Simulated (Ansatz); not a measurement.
**ScPb3 (I4/mmm): surface slab from a Python script**

Aim: a surface slab, for ScPb3 (I4/mmm), run from a script.

Computed with Ansatz 0.2.0, driven from Python. Level of theory: DFT PBEsol, plane waves, PAW.

**1. The system**

The structure is tetragonal, space group I4/mmm (No. 139). The conventional cell has a = 4.535 Å, b = 4.535 Å, c = 11.049 Å, α = 90.00°, β = 90.00°, γ = 90.00°. Sc (site symmetry 4/mmm) has 12 Pb at 3.21 to 3.57 Å in its first shell of neighbours. Pb (site symmetry -4m2) is surrounded by 8 Pb at 3.21 to 3.57 Å and 4 Sc at 3.57 Å. Pb (site symmetry 4/mmm) has 4 Sc at 3.21 Å and 8 Pb at 3.57 Å in its first shell of neighbours.

The script holds or builds the structure itself.

**2. The script**

slab_scpb3.py reads:

```python
import warnings

import ansatz as az
from ase import Atoms
from ase.build import surface
from ase.constraints import FixAtoms
import numpy as np

warnings.simplefilter('ignore', az.DeckWarning)

atoms = Atoms(
    ['Sc', 'Pb', 'Pb', 'Pb'],
    scaled_positions=[
        [0.0, 0.0, 0.0],
        [0.75, 0.25, 0.5],
        [0.25, 0.75, 0.5],
        [0.5, 0.5, 0.0],
    ],
    cell=[
        [-2.2673, 2.2673, 5.524685],
        [2.2673, -2.2673, 5.524685],
        [2.2673, 2.2673, -5.524685],
    ],
    pbc=True,
)
slab = surface(atoms, (0, 1, 0), 3, vacuum=7.0)
slab.pbc = True

print(slab.get_chemical_formula(), 'area {:.3f} A^2, cell height {:.2f} A'.format(np.linalg.norm(np.cross(slab.cell[0], slab.cell[1])), slab.cell[2, 2]))
slab.set_constraint(FixAtoms(mask=slab.positions[:, 2] < slab.positions[:, 2].mean()))


def common(structure):
    return (
        az.Crystal.from_ase(structure).calculation()
        .functional(az.Functional.PBESOL)
        .basis(510)
        .occupations(az.OccupationsMethod.GAUSSIAN, width=150 * az.meV)
    )


job = (
    common(slab)
    .kpoints(4, 4, 1)
    .electric_field(axis=3, dipole_correction=True)
    .relax(force_tolerance=0.03, max_steps=30)
)
outcome = job.run(threads=1, pin='off')
rep = outcome.report

print(f'slab free energy {rep["free_energy_ev"]:.4f} eV, Fermi level {rep["fermi_energy_ev"]:.3f} eV')
face = rep['work_function']
print('work function (eV), upper and lower face:', *(round(face[k], 3) for k in ('phi_plus_ev', 'phi_minus_ev') if face.get(k) is not None))
print(f'dipole {face["dipole_moment_e_ang"]:+.4f} e A')

print('atom   z before  z after (A)')
for atom, site in zip(slab, outcome.lattice.sites):
    print(f'{atom.symbol:3s} {atom.z:9.3f} {site.position_ang[2]:9.3f}')
```

**3. What the engine is handed**

The package turns the script's settings into the engine's input:

```yaml
crystal:
  lattice:
    - [6.387757269122317, 0.0, 0.0]
    - [-4.778225449605847, 4.239340099822613, 0.0]
    - [0.0, -0.0, 25.53643220408899]
  atoms:
    - { symbol: Sc, position: [0.0, 0.0, 0.2741181674893149] }
    - { symbol: Pb, position: [0.2860365016689681, 0.7139634983310318, 0.31518759158216675] }
    - { symbol: Pb, position: [0.8581095050069047, 0.14189049499309553, 0.39732643976787035] }
    - { symbol: Pb, position: [0.5720730033379364, 0.4279269966620636, 0.35625701567501855] }
    - { symbol: Sc, position: [0.14414600667587305, 0.8558539933241273, 0.4383958638607222] }
    - { symbol: Pb, position: [0.43018250834484106, 0.5698174916551592, 0.47946528795357407] }
    - { symbol: Pb, position: [0.0022555116827775263, 0.9977444883172228, 0.5616041361392777] }
    - { symbol: Pb, position: [0.7162190100138094, 0.2837809899861909, 0.520534712046426] }
    - { symbol: Sc, position: [0.2882920133517462, 0.7117079866482545, 0.6026735602321296] }
    - { symbol: Pb, position: [0.574328515020714, 0.4256714849792863, 0.6437429843249813] }
    - { symbol: Pb, position: [0.14640151835865062, 0.85359848164135, 0.7258818325106852] }
    - { symbol: Pb, position: [0.8603650166896823, 0.13963498331031832, 0.6848124084178332] }
basis:
  ecutwfc: 510.0
kpoints:
  mp_grid:
    grid: [4, 4, 1]
hamiltonian:
  xc: pbesol
efield:
  axis: 3
  dipole_correction: true
scf:
  occupations:
    method: gaussian
    width: 0.15
relax:
  f_tol: 0.03
  max_steps: 30
  constraints:
    - { sites: [0, 1, 2, 3, 4, 5], fix: xyz }
```

**4. The run**

On the command line:

```
$ python slab_scpb3.py
```

What it wrote:

```text
Pb9Sc3 area 27.080 A^2, cell height 25.54 A
RunWarning: efield: at this solve's end the planar-averaged density reaches 3.28e-5 e/Å³ inside the ramp window [0.9108, 0.0892] (bound 1e-5 e/Å³); the window's nearer edge stands 4.72 Å from this solve's nearest atom along the axis. Its work functions, free energy, forces, stress, dipole, levels and responses can be off, and this figure does not tell by how much. A short vacuum, a low [...]
slab free energy -112127.4569 eV, Fermi level 3.503 eV
work function (eV), upper and lower face: 4.056 2.966
dipole -0.1631 e A
atom   z before  z after (A)
Sc      7.000     7.000
Pb      8.049     8.049
Pb     10.146    10.146
Pb      9.098     9.098
Sc     11.195    11.195
Pb     12.244    12.244
Pb     14.341    14.269
Pb     13.293    13.146
Sc     15.390    14.941
Pb     16.439    16.333
Pb     18.536    18.186
Pb     17.488    17.138
```

(Warnings from the package without file and line, shortened, repeats left out.)

It took 6.3 min on 1 thread of Arm Neoverse V2, shared host; peak memory 1.4 GiB.

**5. What the script built**

The run starts from these 12 atoms:

```xyz
12
Lattice="6.388 0.000 0.000 -4.778 4.239 0.000 0.000 0.000 25.536" Properties=species:S:1:pos:R:3 pbc="T T T"
Sc    0.000    0.000    7.000
Pb   -1.584    3.027    8.049
Pb    4.803    0.602   10.146
Pb    1.610    1.814    9.098
Sc   -3.169    3.628   11.195
Pb    0.025    2.416   12.244
Pb   -4.753    4.230   14.341
Pb    3.219    1.203   13.293
Sc   -1.559    3.017   15.390
Pb    1.635    1.805   16.439
Pb   -3.144    3.619   18.536
Pb    4.829    0.592   17.488
```

**6. Size and end state of the run**

The report of the run holds:

```csv
item,value
SCF cycles in all,49
k-points solved,7
plane waves,18131
bands,96
valence electrons,159
free energy (eV),-112127.45686
Fermi level (eV),3.503
```

**7. The relaxation, step by step**

The steps of the relaxation:

| step | E - E(step 1) (eV/cell) | largest force component (eV/Å) |
| --- | --- | --- |
| 1 | 0.0000 | 0.4650 |
| 2 | -0.1741 | 0.3840 |
| 3 | -0.3002 | 0.2275 |
| 4 | -0.3431 | 0.1270 |
| 5 | -0.3557 | 0.0957 |
| 6 | -0.3617 | 0.0345 |
| 7 | -0.3626 | 0.0157 |
| 8 | -0.3632 | 0.0215 |
| 9 | -0.3635 | 0.0064 |

Step 1 is the start.

**8. Work function**

| z (Å) | potential (eV) |
| --- | --- |
| 0.0 | 7.01 |
| 0.5 | 6.79 |
| 1.2 | 6.50 |
| 1.7 | 6.47 |
| 2.4 | 6.47 |
| 2.9 | 6.46 |
| 3.6 | 6.45 |
| 4.1 | 6.41 |
| 4.8 | 6.28 |
| 5.3 | 5.96 |
| 5.9 | 5.18 |
| 6.5 | 2.22 |
| 7.0 | -0.66 |
| 7.7 | -1.51 |
| 8.2 | -1.89 |
| 8.9 | -1.84 |
| 9.4 | -2.58 |
| 10.1 | -1.46 |
| 10.6 | -2.02 |
| 11.2 | -1.74 |
| 11.8 | -2.09 |
| 12.4 | -2.80 |
| 13.0 | -2.56 |
| 13.6 | -2.79 |
| 14.2 | -2.66 |
| 14.8 | -4.12 |
| 15.3 | -0.66 |
| 16.0 | -0.72 |
| 16.5 | -3.21 |
| 17.2 | -2.82 |
| 17.7 | -2.97 |
| 18.4 | 0.54 |
| 18.9 | 3.51 |
| 19.6 | 6.88 |
| 20.1 | 7.38 |
| 20.6 | 7.51 |
| 21.3 | 7.55 |
| 21.8 | 7.56 |
| 22.5 | 7.56 |
| 23.0 | 7.56 |
| 23.7 | 7.56 |
| 24.2 | 7.56 |
| 24.9 | 7.30 |
| 25.4 | 7.07 |

The table samples the curve, which swings with the atomic planes.

Vacuum levels 7.560 and 6.469 eV, Fermi level 3.503 eV.

**9. Outcome**

```
                                         quantity                                 value
                                      free energy  -112127.4569 eV (-9343.9547 eV/atom)
                          moves of the relaxation                                     8
                                    energy gained                         30.3 meV/atom
                     last largest force component                           0.0064 eV/Å
vacuum level less Fermi level, upper / lower face                        4.06 / 2.97 eV
```

In words: The relaxation took 8 moves; the largest shift is 0.786 Å, of atom 11 (Pb). The two faces differ by 1.09 eV, so the slab carries a dipole. Notes:
- The density doesn't vanish in the vacuum (a short gap or a low cutoff), which blurs the vacuum level.
- The mesh is modest for a metal, so energies can be off by several to tens of meV an atom and pressures by half a GPa or more; differences at equal mesh fare better.
- Only differences from the Fermi energy are physical; the zero of the scale is a convention.
- Spin-orbit coupling, which matters for elements this heavy, is left out.
- This cell is a computed structure, which may not be the phase found in nature.
- The slab is thin and cut from the structure as given; a cut can leave two unlike or polar faces, and the surface energy is then their mean. Miller indices refer to the vectors of the cell as typed, and the lattice isn't relaxed for this functional, so relaxation and surface energy can hold strain.
- The script silences the warnings on its input, which a real study should read.
